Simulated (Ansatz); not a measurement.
**wB97X/def2-SVP run of C2H2Cl2Si (SMILES C#C[SiH](Cl)Cl)**

Aim: the electronic atomisation energy of C2H2Cl2Si at wB97X/def2-SVP, from 5 runs. 

The results are computed with Ansatz 0.2.0.

63 further runs of the same task are left out: 1 that didn't finish, 62 set aside as unsound or not needed.

## Step 1: Starting point

C2H2Cl2Si has 7 atoms, charge 0, and is taken as a singlet. SMILES: `C#C[SiH](Cl)Cl`. Geometry: relaxed at PBE0-D4/def2-TZVP.

Bond lengths: C1–C2 1.205 Å, C2–Si3 1.807 Å, Si3–Cl4 2.037 Å, Si3–Cl5 2.037 Å, C1–H6 1.066 Å, Si3–H7 1.472 Å. Angles: C1–C2–Si3 179.1°, C2–Si3–Cl4 109.2°, C2–Si3–Cl5 109.2°, Cl4–Si3–Cl5 109.6°, C2–C1–H6 179.8°, C2–Si3–H7 111.4°, Cl4–Si3–H7 108.7°, Cl5–Si3–H7 108.7°.

## Step 2: A single-point energy at wB97X/def2-SVP

File job.yaml:

```yaml
crystal:
  periodic: [false, false, false]
  atoms:
    - {symbol: C, position_ang: [0.222100, -0.669300, 1.881600]}
    - {symbol: C, position_ang: [0.127700, -0.285200, 0.743200]}
    - {symbol: Si, position_ang: [0.012700, 0.282700, -0.968900]}
    - {symbol: Cl, position_ang: [-1.510600, -0.698400, -1.899200]}
    - {symbol: Cl, position_ang: [-0.353700, 2.286200, -0.986900]}
    - {symbol: H, position_ang: [0.302500, -1.008200, 2.889500]}
    - {symbol: H, position_ang: [1.260700, 0.024000, -1.705100]}
basis:
  gaussian:
    orbitals: def2-SVP
hamiltonian:
  xc: {name: wB97X}
accuracy: high
output: {orbitals: {seedname: orbitals}}
```

Run with:

```sh
$ ansatz run job.yaml --threads 1 --pin off --max-ram 3480MiB --events-out events.jsonl --progress --plain --runs-dir runs
```

Output:

```text
Warning: RAYON_NUM_THREADS=1 ignored (pool sized by the plan → 1); use --threads N
Functional definition: wB97X
  name "wB97X"
  parameter omega = 0.3/bohr
  parameter cx = 0.157706
  parameter cx1 = 0.726479
  parameter cx2 = 1.04760
  parameter cx3 = -5.70635
  parameter cx4 = 13.2794
  parameter css1 = -4.33879
  parameter css2 = 18.2308
  parameter css3 = -31.7430
  parameter css4 = 17.2901
  parameter cos1 = 2.37031
  parameter cos2 = -11.3995
  parameter cos3 = 6.58405
  parameter cos4 = -3.78132
  exchange = spin_sum(e_x_unif_sr(omega)*poly(b97_u_x, 1 - cx, cx1, cx2, cx3, cx4)) + cx*exact_x_sr(omega)
      + exact_x_lr(omega)
  correlation = spin_sum(e_c_pw_same_spin*poly(b97_u_same, 1, css1, css2, css3, css4))
      + integral(e_c_pw_opposite_spin*poly(b97_u_opposite, 1, cos1, cos2, cos3, cos4))
1847 factors; integrals over basis functions are off by at most 4.0e-9 eV
374 factors; integrals over basis functions are off by at most 2.3e-9 eV
mean field evaluation 1: about -35015.3119 eV, gradient 2.9e1 eV
mean field evaluation 2: about -35016.7649 eV, gradient 1.8e1 eV
mean field evaluation 4: about -35017.5882 eV, gradient 1.8e0 eV
mean field evaluation 8: about -35017.7249 eV, gradient 7.8e-2 eV
mean field evaluation 16: about -35017.7249 eV, gradient 1.6e-5 eV
mean field -35017.72493026 eV, -1286.8776553207 hartree, gradient 3.2e-8 eV, S^2 0.000000; 0 other end points of the search recorded, 0 dependent functions left out
reference -35017.72492768 eV, -1286.8776552257 hartree; 31, 31 occupied and 61, 61 virtual orbitals, 1847 factors
Total energy: -35017.72492768 eV, -1286.8776552257 hartree
```

It took 31 s on 1 thread of Arm Neoverse V2, shared host; peak memory 0.54 GiB.

## Step 3: The C atom, same level

File in.yaml:

```yaml
crystal:
  periodic: [false, false, false]
  atoms:
    - {symbol: C, position_ang: [0.000000, 0.000000, 0.000000]}
basis:
  gaussian: {orbitals: def2-SVP}
total_charge: 0
magnetization: {spin_polarized: true, initial_magnetization: 2}
hamiltonian: {xc: {name: wB97X}}
accuracy: high
```

Run the same way, it converges to -37.80174 Eh (log not shown).

## Step 4: The Cl atom at the same level

File in.yaml:

```yaml
basis:
  gaussian:
    orbitals: def2-SVP
crystal:
  periodic: [false, false, false]
  atoms:
    - {symbol: Cl, position_ang: [0.000000, 0.000000, 0.000000]}
magnetization:
  spin_polarized: true
  initial_magnetization: 1
hamiltonian:
  xc: {name: wB97X}
accuracy: high
```

Run with:

```sh
$ ansatz run in.yaml --threads 1 --pin off --max-ram 3480MiB --events-out events.jsonl --progress --plain --runs-dir runs
```

Output, shortened:

```text
Warning: RAYON_NUM_THREADS=1 ignored (pool sized by the plan → 1); use --threads N
[... 2 set-up lines as earlier in the session ...]
[...]
      + exact_x_lr(omega)
[...]
      + integral(e_c_pw_opposite_spin*poly(b97_u_opposite, 1, cos1, cos2, cos3, cos4))
134 factors; integrals over basis functions are off by at most 2.6e-9 eV
54 factors; integrals over basis functions are off by at most 2.1e-9 eV
[...]
mean field -12516.97166464 eV, -459.9902243673 hartree, gradient 7.7e-9 eV, S^2 0.752072; 0 other end points of the search recorded, 0 dependent functions left out
reference -12516.97166380 eV, -459.9902243366 hartree; 9, 8 occupied and 9, 10 virtual orbitals, 134 factors
Total energy: -12516.97166380 eV, -459.9902243366 hartree
```

It took 3.3 s on 1 thread of Arm Neoverse V2, shared host; peak memory 0.17 GiB.

## Step 5: The H atom at the same level

File input.yaml:

```yaml
crystal:
  periodic: [false, false, false]
  atoms:
    - {symbol: H, position_ang: [0.000000, 0.000000, 0.000000]}
basis:
  gaussian:
    orbitals: def2-SVP
magnetization:
  spin_polarized: true
  initial_magnetization: 1
hamiltonian:
  xc: {name: wB97X}
accuracy: high
```

Run with:

```sh
$ ansatz run input.yaml --threads 1 --pin off --max-ram 3480MiB --events-out events.jsonl --progress --plain --runs-dir runs
```

Output, shortened:

```text
Warning: RAYON_NUM_THREADS=1 ignored (pool sized by the plan → 1); use --threads N
[... 2 set-up lines as earlier in the session ...]
[...]
      + exact_x_lr(omega)
[...]
      + integral(e_c_pw_opposite_spin*poly(b97_u_opposite, 1, cos1, cos2, cos3, cos4))
15 factors; integrals over basis functions are off by at most 8.9e-10 eV
15 factors; integrals over basis functions are off by at most 7.0e-10 eV
[...]
mean field -13.62211750 eV, -0.5006035846 hartree, gradient 3.3e-9 eV, S^2 0.750000; 0 other end points of the search recorded, 0 dependent functions left out
reference -13.62211771 eV, -0.5006035924 hartree; 1, 0 occupied and 4, 5 virtual orbitals, 15 factors
Total energy: -13.62211771 eV, -0.5006035924 hartree
```

It took 0.44 s on 1 thread of Arm Neoverse V2, shared host.

## Step 6: The Si atom, same level

File job.yaml:

```yaml
crystal:
  periodic: [false, false, false]
  atoms:
    - {symbol: Si, position_ang: [0.000000, 0.000000, 0.000000]}
basis:
  gaussian: {orbitals: def2-SVP}
magnetization: {spin_polarized: true, initial_magnetization: 2}
hamiltonian: {xc: {name: wB97X}}
accuracy: high
```

Run the same way, it converges to -289.26178 Eh (log not shown).

## Step 7: Outcome

At wB97X/def2-SVP:

```
                     quantity           value
       molecule: total energy  -1286.87766 Eh
        molecule: HOMO energy       -11.15 eV
        molecule: LUMO energy         1.52 eV
      molecule: HOMO–LUMO gap        12.67 eV
         C atom: total energy    -37.80174 Eh
                 C atom: ⟨S²⟩           2.005
        Cl atom: total energy   -459.99022 Eh
                Cl atom: ⟨S²⟩           0.752
         H atom: total energy     -0.50060 Eh
                 H atom: ⟨S²⟩           0.750
        Si atom: total energy   -289.26178 Eh
                Si atom: ⟨S²⟩           2.004
electronic atomisation energy       28.048 eV
```

What this shows: Taking the molecule apart into free atoms costs 28.05 eV (647 kcal/mol), before zero-point energy and without spin-orbit coupling.
